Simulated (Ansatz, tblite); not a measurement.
# C₉H₁₃F₉O₃Si: charged states by level of theory, part 3 of 3

What does removing or adding an electron cost or gain for C₉H₁₃F₉O₃Si? Each charged state is run at several levels.

Ansatz 0.2.0, Gaussian basis; as each input shows.

**11. Charge +1 doublet, PBE0-D4/def2-TZVP**

The input, in.yaml:

```yaml
crystal:
  periodic: [false, false, false]
  atoms:
    - {symbol: C, position_ang: [-3.867079, 0.920423, 0.001726]}
    - {symbol: O, position_ang: [-2.565769, 0.349369, 0.036458]}
    - {symbol: Si, position_ang: [-1.662429, -0.309106, 1.263445]}
    - {symbol: C, position_ang: [0.006991, 0.614073, 1.293304]}
    - {symbol: C, position_ang: [0.688499, 0.560676, -0.061284]}
    - {symbol: C, position_ang: [1.988510, 1.396027, -0.038201]}
    - {symbol: F, position_ang: [1.713135, 2.677545, 0.310759]}
    - {symbol: F, position_ang: [2.872371, 0.898203, 0.853792]}
    - {symbol: C, position_ang: [2.697014, 1.486793, -1.460313]}
    - {symbol: F, position_ang: [1.849318, 2.129473, -2.291761]}
    - {symbol: F, position_ang: [3.812738, 2.219669, -1.295755]}
    - {symbol: C, position_ang: [3.068852, 0.102087, -2.093925]}
    - {symbol: F, position_ang: [1.924127, -0.464232, -2.558972]}
    - {symbol: F, position_ang: [3.597409, -0.704379, -1.148213]}
    - {symbol: C, position_ang: [4.085379, 0.205687, -3.286102]}
    - {symbol: F, position_ang: [5.297934, 0.517077, -2.823238]}
    - {symbol: F, position_ang: [3.672962, 1.144909, -4.148460]}
    - {symbol: F, position_ang: [4.132103, -0.978618, -3.904547]}
    - {symbol: O, position_ang: [-1.352702, -1.917859, 1.007086]}
    - {symbol: C, position_ang: [-1.743622, -2.808476, -0.030318]}
    - {symbol: O, position_ang: [-2.380173, -0.049093, 2.739523]}
    - {symbol: C, position_ang: [-2.710050, -0.926045, 3.804811]}
    - {symbol: H, position_ang: [-4.301666, 0.706222, -0.997240]}
    - {symbol: H, position_ang: [-4.523829, 0.523288, 0.801504]}
    - {symbol: H, position_ang: [-3.795306, 2.025823, 0.100678]}
    - {symbol: H, position_ang: [0.595185, 0.116727, 2.092207]}
    - {symbol: H, position_ang: [-0.235614, 1.647261, 1.615456]}
    - {symbol: H, position_ang: [0.958329, -0.474770, -0.341920]}
    - {symbol: H, position_ang: [0.055026, 0.985832, -0.864794]}
    - {symbol: H, position_ang: [-1.838675, -3.821705, 0.412796]}
    - {symbol: H, position_ang: [-2.697782, -2.506728, -0.507421]}
    - {symbol: H, position_ang: [-0.946803, -2.859335, -0.804856]}
    - {symbol: H, position_ang: [-3.633075, -0.538934, 4.286538]}
    - {symbol: H, position_ang: [-2.854291, -1.970279, 3.461987]}
    - {symbol: H, position_ang: [-1.907045, -0.897585, 4.575279]}
basis:
  gaussian: {orbitals: def2-TZVP, fitting: {mean_field: def2-universal-jkfit}, initial_orbitals: start.molden}
total_charge: 1
magnetization: {spin_polarized: true, initial_magnetization: 1}
hamiltonian: {xc: pbe0, dispersion: d4}
scf: {omitted_lower_state_checks: [starts]}
output: {orbitals: {seedname: orbitals}}
```

The run is started by

```console
> ansatz run in.yaml --threads 2 --pin off --events-out ev --progress --plain --max-ram 32768MiB --backend cuda --devices 0, --max-vram 18GiB
```

Output, shortened:

```text
Functional definition: PBE0
  name "PBE0"
  cite "Adamo & Barone, J. Chem. Phys. 110, 6158 (1999) doi:10.1063/1.478522"
  cite "Perdew, Burke & Ernzerhof, Phys. Rev. Lett. 77, 3865 (1996) doi:10.1103/PhysRevLett.77.3865"
  parent pbe
[...]
1961 factors; integrals over basis functions are off by at most 1.6e0 eV
[...]
mean field -47982.67719498 eV, -1763.3308630888 hartree, gradient 5.0e-5 eV, S^2 0.756204; 0 other end points of the search recorded, 0 dependent functions left out
reference -47982.67724275 eV, -1763.3308648442 hartree; 93, 92 occupied and 673, 674 virtual orbitals, 1961 factors
Total energy: -47983.53986806 eV, -1763.3625657396 hartree
Checks for a lower state left out: starts
```

Wall time 13 s (1 × H100 (card shared with other runs) with 2 threads of AMD EPYC 7R13, shared host).

HOMO -12.60 eV, LUMO -10.86 eV (over both spins); ⟨S²⟩ 0.756 (pure: 0.75).

**12. Charge +1 doublet, PBE-D4/def2-TZVP**

Edit in.yaml of step 11 so:

```diff
@@ -42,3 +42,3 @@
 magnetization: {spin_polarized: true, initial_magnetization: 1}
-hamiltonian: {xc: pbe0, dispersion: d4}
+hamiltonian: {xc: pbe, dispersion: d4}
 scf: {omitted_lower_state_checks: [starts]}
```

The command is unchanged.

Output, shortened:

```text
Functional definition: PBE
  name "PBE"
  cite "Perdew, Burke & Ernzerhof, Phys. Rev. Lett. 77, 3865 (1996) doi:10.1103/PhysRevLett.77.3865"
  parent pbe
[...]
1961 factors; integrals over basis functions are off by at most 1.6e0 eV
[...]
mean field -47981.87102112 eV, -1763.3012367457 hartree, gradient 2.4e-5 eV, S^2 0.751364; 0 other end points of the search recorded, 0 dependent functions left out
reference -47981.87108528 eV, -1763.3012391036 hartree; 93, 92 occupied and 673, 674 virtual orbitals, 1961 factors
Total energy: -47982.87103248 eV, -1763.3379864855 hartree
Checks for a lower state left out: starts
```

It took 11 s on 1 × H100 (card shared with other runs) with 2 threads of AMD EPYC 7R13, shared host.

Report: HOMO -11.07 eV, LUMO -10.76 eV (over both spins); ⟨S²⟩ 0.751 (pure: 0.75).

**13. Adiabatic ionisation energy**

Charged state less starting state, singlet to doublet; the starting state's energies are those of its earlier runs.

| level | adiabatic ionisation energy (eV) | time |
| --- | --- | --- |
| PBE-D4/def2-TZVP | +8.86 | 20 s |
| PBE0-D4/def2-TZVP | +9.55 | 20 s |

Times add the two runs; a level without a time comes out of a correlated run.

**14. Charge -1 doublet at the fixed geometry, PBE0-D4/def2-TZVP**

The input, in.yaml:

```yaml
crystal:
  periodic: [false, false, false]
  atoms:
    - {symbol: C, position_ang: [-3.812655, 1.129943, -0.025538]}
    - {symbol: O, position_ang: [-2.854151, 0.100534, -0.194307]}
    - {symbol: Si, position_ang: [-1.807612, -0.459213, 0.975252]}
    - {symbol: C, position_ang: [-0.251056, 0.569322, 1.129260]}
    - {symbol: C, position_ang: [0.579797, 0.549935, -0.159370]}
    - {symbol: C, position_ang: [1.849443, 1.371772, -0.032446]}
    - {symbol: F, position_ang: [1.545739, 2.663021, 0.318665]}
    - {symbol: F, position_ang: [2.659523, 0.872174, 0.949909]}
    - {symbol: C, position_ang: [2.704151, 1.493183, -1.334457]}
    - {symbol: F, position_ang: [1.981811, 2.189815, -2.251624]}
    - {symbol: F, position_ang: [3.830273, 2.195410, -1.043681]}
    - {symbol: C, position_ang: [3.123405, 0.138631, -1.987627]}
    - {symbol: F, position_ang: [2.044714, -0.384620, -2.628000]}
    - {symbol: F, position_ang: [3.524423, -0.734264, -1.029974]}
    - {symbol: C, position_ang: [4.280065, 0.258798, -3.031453]}
    - {symbol: F, position_ang: [5.448017, 0.495287, -2.418541]}
    - {symbol: F, position_ang: [4.026788, 1.251820, -3.900685]}
    - {symbol: F, position_ang: [4.375443, -0.896445, -3.710418]}
    - {symbol: O, position_ang: [-1.282922, -1.964478, 0.488823]}
    - {symbol: C, position_ang: [-2.139835, -3.008103, 0.051240]}
    - {symbol: O, position_ang: [-2.698373, -0.488986, 2.391866]}
    - {symbol: C, position_ang: [-2.208767, -0.899867, 3.653950]}
    - {symbol: H, position_ang: [-4.534253, 1.084629, -0.867225]}
    - {symbol: H, position_ang: [-4.373787, 1.021079, 0.928258]}
    - {symbol: H, position_ang: [-3.339634, 2.139099, -0.036930]}
    - {symbol: H, position_ang: [0.358984, 0.185805, 1.974454]}
    - {symbol: H, position_ang: [-0.532453, 1.610491, 1.392579]}
    - {symbol: H, position_ang: [0.855711, -0.489934, -0.422144]}
    - {symbol: H, position_ang: [-0.001094, 0.953020, -1.013532]}
    - {symbol: H, position_ang: [-1.515603, -3.831371, -0.352107]}
    - {symbol: H, position_ang: [-2.753793, -3.414383, 0.886344]}
    - {symbol: H, position_ang: [-2.830710, -2.662088, -0.748336]}
    - {symbol: H, position_ang: [-3.050762, -0.910550, 4.376363]}
    - {symbol: H, position_ang: [-1.769855, -1.922955, 3.621849]}
    - {symbol: H, position_ang: [-1.431002, -0.206489, 4.049612]}
basis:
  gaussian: {orbitals: def2-TZVP, fitting: {mean_field: def2-universal-jkfit}}
total_charge: -1
magnetization: {spin_polarized: true, initial_magnetization: 1}
hamiltonian: {xc: pbe0, dispersion: d4}
scf: {omitted_lower_state_checks: [starts]}
output: {orbitals: {seedname: orbitals}}
```

The command is unchanged.

Output, shortened:

```text
Functional definition: PBE0
  name "PBE0"
  cite "Adamo & Barone, J. Chem. Phys. 110, 6158 (1999) doi:10.1063/1.478522"
  cite "Perdew, Burke & Ernzerhof, Phys. Rev. Lett. 77, 3865 (1996) doi:10.1103/PhysRevLett.77.3865"
  parent pbe
[...]
1961 factors; integrals over basis functions are off by at most 1.6e0 eV
[...]
mean field -47990.44360979 eV, -1763.6162735686 hartree, gradient 6.0e-6 eV, S^2 0.750535; 0 other end points of the search recorded, 0 dependent functions left out
reference -47990.44366411 eV, -1763.6162755650 hartree; 94, 93 occupied and 672, 673 virtual orbitals, 1961 factors
Total energy: -47991.37132884 eV, -1763.6503666152 hartree
Checks for a lower state left out: starts
```

It took 16 s on 1 × H100 (card shared with other runs) with 2 threads of AMD EPYC 7R13, shared host; peak host memory 1.4 GiB.

Report: HOMO 2.88 eV, LUMO 3.71 eV (over both spins); ⟨S²⟩ 0.751 (pure: 0.75). Doubts: highest occupied level lies above zero.

**15. Charge -1 doublet at the fixed geometry, PBE-D4/def2-TZVP**

Edit in.yaml of step 14 so:

```diff
@@ -39,6 +39,6 @@
 basis:
-  gaussian: {orbitals: def2-TZVP, fitting: {mean_field: def2-universal-jkfit}}
+  gaussian: {orbitals: def2-TZVP, fitting: {mean_field: def2-universal-jkfit}, initial_orbitals: start.molden}
 total_charge: -1
 magnetization: {spin_polarized: true, initial_magnetization: 1}
-hamiltonian: {xc: pbe0, dispersion: d4}
+hamiltonian: {xc: pbe, dispersion: d4}
 scf: {omitted_lower_state_checks: [starts]}
```

Same command.

Output, shortened:

```text
Functional definition: PBE
  name "PBE"
  cite "Perdew, Burke & Ernzerhof, Phys. Rev. Lett. 77, 3865 (1996) doi:10.1103/PhysRevLett.77.3865"
  parent pbe
[...]
1961 factors; integrals over basis functions are off by at most 1.6e0 eV
[...]
mean field -47989.41433780 eV, -1763.5784485210 hartree, gradient 8.5e-6 eV, S^2 0.750338; 0 other end points of the search recorded, 0 dependent functions left out
reference -47989.41440866 eV, -1763.5784511247 hartree; 94, 93 occupied and 672, 673 virtual orbitals, 1961 factors
Total energy: -47990.49032064 eV, -1763.6179901608 hartree
Checks for a lower state left out: starts
```

Run time: 12 s. Hardware: 1 × H100 (card shared with other runs) with 2 threads of AMD EPYC 7R13, shared host; peak host memory 1.4 GiB.

HOMO 2.88 eV, LUMO 3.02 eV (over both spins); ⟨S²⟩ 0.750 (pure: 0.75). Doubts: highest occupied level lies above zero.

**16. Charge -1 doublet at the fixed geometry, HF/def2-TZVP**

Edit in.yaml of step 15 so:

```diff
@@ -42,3 +42,3 @@
 magnetization: {spin_polarized: true, initial_magnetization: 1}
-hamiltonian: {xc: pbe, dispersion: d4}
+hamiltonian: {xc: hf}
 scf: {omitted_lower_state_checks: [starts]}
```

Launched as before.

Output, shortened:

```text
Functional definition: HF
  name "HF"
  cite "Fock, Z. Phys. 61, 126 (1930) doi:10.1007/BF01340294"
  parent pbe
[...]
1961 factors; integrals over basis functions are off by at most 1.6e0 eV
[...]
mean field -47823.97015004 eV, -1757.4984867626 hartree, gradient 1.0e-5 eV, S^2 0.751592; 0 other end points of the search recorded, 0 dependent functions left out
reference -47823.97015004 eV, -1757.4984867626 hartree; 94, 93 occupied and 672, 673 virtual orbitals, 1961 factors
Total energy: -47823.97015004 eV, -1757.4984867626 hartree
Checks for a lower state left out: starts
```

Wall time 12 s (1 × H100 (card shared with other runs) with 2 threads of AMD EPYC 7R13, shared host).

HOMO 2.94 eV, LUMO 6.52 eV (over both spins); ⟨S²⟩ 0.752 (pure: 0.75). Doubts: highest occupied level lies above zero.

**17. Charge -1 doublet at the fixed geometry, LC-ωPBE(0.10)/def2-SVP**

Edit in.yaml of step 16 so:

```diff
@@ -39,6 +39,6 @@
 basis:
-  gaussian: {orbitals: def2-TZVP, fitting: {mean_field: def2-universal-jkfit}, initial_orbitals: start.molden}
+  gaussian: {orbitals: def2-SVP, initial_orbitals: start.molden}
 total_charge: -1
 magnetization: {spin_polarized: true, initial_magnetization: 1}
-hamiltonian: {xc: hf}
+hamiltonian: {xc: {name: LC-wPBE, parameters: {omega: 0.1/bohr}}}
 scf: {omitted_lower_state_checks: [starts]}
```

Same command.

Output, shortened:

```text
Functional definition: LC-wPBE
  name "LC-wPBE"
  cite "Vydrov & Scuseria, J. Chem. Phys. 125, 234109 (2006) doi:10.1063/1.2409292"
  cite "Heyd & Scuseria, J. Chem. Phys. 120, 7274 (2004) doi:10.1063/1.1668634"
  cite "Ernzerhof & Perdew, J. Chem. Phys. 109, 3313 (1998) doi:10.1063/1.476928"
  cite "Perdew, Burke & Ernzerhof, Phys. Rev. Lett. 77, 3865 (1996) doi:10.1103/PhysRevLett.77.3865"
  parent pbe
[...]
  with omega = 0.1/bohr from the input
[...]
4133 factors; their error is unknown
201 factors; integrals over basis functions are off by at most 2.0e-7 eV
[...]
mean field -47945.42377264 eV, -1761.9618250691 hartree, gradient 4.8e-6 eV, S^2 0.750441; 0 other end points of the search recorded, 0 dependent functions left out
reference -47945.42377289 eV, -1761.9618250782 hartree; 94, 93 occupied and 283, 284 virtual orbitals, 4133 factors
Total energy: -47945.42377289 eV, -1761.9618250782 hartree
Checks for a lower state left out: starts
```

Wall time 12 s (1 × H100 (card shared with other runs) with 2 threads of AMD EPYC 7R13, shared host).

Report: HOMO 2.63 eV, LUMO 4.86 eV (over both spins); ⟨S²⟩ 0.750 (pure: 0.75). Doubts: highest occupied level lies above zero.

**18. Charge -1 doublet at the fixed geometry, LC-ωPBE(0.15)/def2-SVP**

Edit in.yaml of step 17 so:

```diff
@@ -42,3 +42,3 @@
 magnetization: {spin_polarized: true, initial_magnetization: 1}
-hamiltonian: {xc: {name: LC-wPBE, parameters: {omega: 0.1/bohr}}}
+hamiltonian: {xc: {name: LC-wPBE, parameters: {omega: 0.15/bohr}}}
 scf: {omitted_lower_state_checks: [starts]}
```

Launched as before.

Output, shortened:

```text
Functional definition: LC-wPBE
  name "LC-wPBE"
  cite "Vydrov & Scuseria, J. Chem. Phys. 125, 234109 (2006) doi:10.1063/1.2409292"
  cite "Heyd & Scuseria, J. Chem. Phys. 120, 7274 (2004) doi:10.1063/1.1668634"
  cite "Ernzerhof & Perdew, J. Chem. Phys. 109, 3313 (1998) doi:10.1063/1.476928"
  cite "Perdew, Burke & Ernzerhof, Phys. Rev. Lett. 77, 3865 (1996) doi:10.1103/PhysRevLett.77.3865"
  parent pbe
[...]
  with omega = 0.15/bohr from the input
[...]
4133 factors; their error is unknown
377 factors; integrals over basis functions are off by at most 5.1e-7 eV
[...]
mean field -47947.03030740 eV, -1762.0208641325 hartree, gradient 6.4e-6 eV, S^2 0.750673; 0 other end points of the search recorded, 0 dependent functions left out
reference -47947.03030749 eV, -1762.0208641357 hartree; 94, 93 occupied and 283, 284 virtual orbitals, 4133 factors
Total energy: -47947.03030749 eV, -1762.0208641357 hartree
Checks for a lower state left out: starts
```

It took 14 s on 1 × H100 (card shared with other runs) with 2 threads of AMD EPYC 7R13, shared host.

Report: HOMO 2.63 eV, LUMO 5.17 eV (over both spins); ⟨S²⟩ 0.751 (pure: 0.75). Doubts: highest occupied level lies above zero.

**19. Charge -1 doublet at the fixed geometry, LC-ωPBE(0.20)/def2-SVP**

Edit in.yaml of step 18 so:

```diff
@@ -42,3 +42,3 @@
 magnetization: {spin_polarized: true, initial_magnetization: 1}
-hamiltonian: {xc: {name: LC-wPBE, parameters: {omega: 0.15/bohr}}}
+hamiltonian: {xc: {name: LC-wPBE, parameters: {omega: 0.2/bohr}}}
 scf: {omitted_lower_state_checks: [starts]}
```

The command is unchanged.

Output, shortened:

```text
Functional definition: LC-wPBE
  name "LC-wPBE"
  cite "Vydrov & Scuseria, J. Chem. Phys. 125, 234109 (2006) doi:10.1063/1.2409292"
  cite "Heyd & Scuseria, J. Chem. Phys. 120, 7274 (2004) doi:10.1063/1.1668634"
  cite "Ernzerhof & Perdew, J. Chem. Phys. 109, 3313 (1998) doi:10.1063/1.476928"
  cite "Perdew, Burke & Ernzerhof, Phys. Rev. Lett. 77, 3865 (1996) doi:10.1103/PhysRevLett.77.3865"
  parent pbe
[...]
  with omega = 0.2/bohr from the input
[...]
4133 factors; their error is unknown
613 factors; integrals over basis functions are off by at most 1.9e-6 eV
[...]
mean field -47949.10264424 eV, -1762.0970211067 hartree, gradient 8.3e-6 eV, S^2 0.750993; 0 other end points of the search recorded, 0 dependent functions left out
reference -47949.10264429 eV, -1762.0970211084 hartree; 94, 93 occupied and 283, 284 virtual orbitals, 4133 factors
Total energy: -47949.10264429 eV, -1762.0970211084 hartree
Checks for a lower state left out: starts
```

It took 20 s on 1 × H100 (card shared with other runs) with 2 threads of AMD EPYC 7R13, shared host.

From the report: HOMO 2.72 eV, LUMO 5.44 eV (over both spins); ⟨S²⟩ 0.751 (pure: 0.75). Doubts: highest occupied level lies above zero.

**20. Charge -1 doublet at the fixed geometry, LC-ωPBE(0.30)/def2-SVP**

Edit in.yaml of step 19 so:

```diff
@@ -42,3 +42,3 @@
 magnetization: {spin_polarized: true, initial_magnetization: 1}
-hamiltonian: {xc: {name: LC-wPBE, parameters: {omega: 0.2/bohr}}}
+hamiltonian: {xc: {name: LC-wPBE, parameters: {omega: 0.3/bohr}}}
 scf: {omitted_lower_state_checks: [starts]}
```

The command is unchanged.

Output, shortened:

```text
Functional definition: LC-wPBE
  name "LC-wPBE"
  cite "Vydrov & Scuseria, J. Chem. Phys. 125, 234109 (2006) doi:10.1063/1.2409292"
  cite "Heyd & Scuseria, J. Chem. Phys. 120, 7274 (2004) doi:10.1063/1.1668634"
  cite "Ernzerhof & Perdew, J. Chem. Phys. 109, 3313 (1998) doi:10.1063/1.476928"
  cite "Perdew, Burke & Ernzerhof, Phys. Rev. Lett. 77, 3865 (1996) doi:10.1103/PhysRevLett.77.3865"
  parent pbe
[...]
  with omega = 0.3/bohr from the input
[...]
4133 factors; their error is unknown
856 factors; integrals over basis functions are off by at most 7.5e-6 eV
[...]
mean field -47953.78121901 eV, -1762.2689555582 hartree, gradient 4.8e-6 eV, S^2 0.751492; 0 other end points of the search recorded, 0 dependent functions left out
reference -47953.78121903 eV, -1762.2689555589 hartree; 94, 93 occupied and 283, 284 virtual orbitals, 4133 factors
Total energy: -47953.78121903 eV, -1762.2689555589 hartree
Checks for a lower state left out: starts
```

It took 20 s on 1 × H100 (card shared with other runs) with 2 threads of AMD EPYC 7R13, shared host.

Report: HOMO 2.89 eV, LUMO 5.82 eV (over both spins); ⟨S²⟩ 0.751 (pure: 0.75). Doubts: highest occupied level lies above zero.

**21. Vertical electron affinity**

Starting state less charged state (positive: the electron is bound), singlet to doublet; the starting state's energies are those of its earlier runs.

```csv
level,vertical electron affinity (eV),time
HF/def2-TZVP,-3.20,22 s
PBE-D4/def2-TZVP,-1.24,22 s
PBE0-D4/def2-TZVP,-1.72,23 s
```

Times add the two runs; a level without a time comes out of a correlated run.

Beside −ε(LUMO) of the starting state:

| level | −ε(LUMO) (eV) | by difference (eV) | mismatch (eV) |
| --- | --- | --- | --- |
| PBE-D4/def2-TZVP | 0.53 | -1.24 | +1.77 |
| PBE0-D4/def2-TZVP | -0.58 | -1.72 | +1.13 |

**22. Outcome**

This closing draws on all 3 parts.

| quantity | value |
| --- | --- |
| vertical ionisation energy, functionals in def2-TZVP | 9.08 (PBE-D4) to 9.91 eV (PBE0-D4) |
| tuned ω | 0.29 1/bohr |
| adiabatic ionisation energy, functionals in def2-TZVP | 8.86 (PBE-D4) to 9.55 eV (PBE0-D4) |
| vertical electron affinity, functionals in def2-TZVP | -1.72 (PBE0-D4) to -1.24 eV (PBE-D4) |
| relaxation of the cation side, PBE-D4/def2-TZVP | 0.22 eV |

What this shows: The vertical ionisation energy spans 9.08 to 9.91 eV over the functionals. −ε(HOMO) misses the level's own difference by -1.62 eV at best (PBE0-D4) and -2.35 eV at worst (PBE-D4). The adiabatic ionisation energy spans 8.86 to 9.55 eV over the functionals. The vertical electron affinity spans -1.72 to -1.24 eV over the functionals. A negative affinity means an unbound electron, held by the basis alone. −ε(LUMO) misses the level's own difference by +1.13 eV at best (PBE0-D4) and +1.77 eV at worst (PBE-D4). Relaxing the oxidised state gains 0.22 eV at PBE-D4/def2-TZVP.
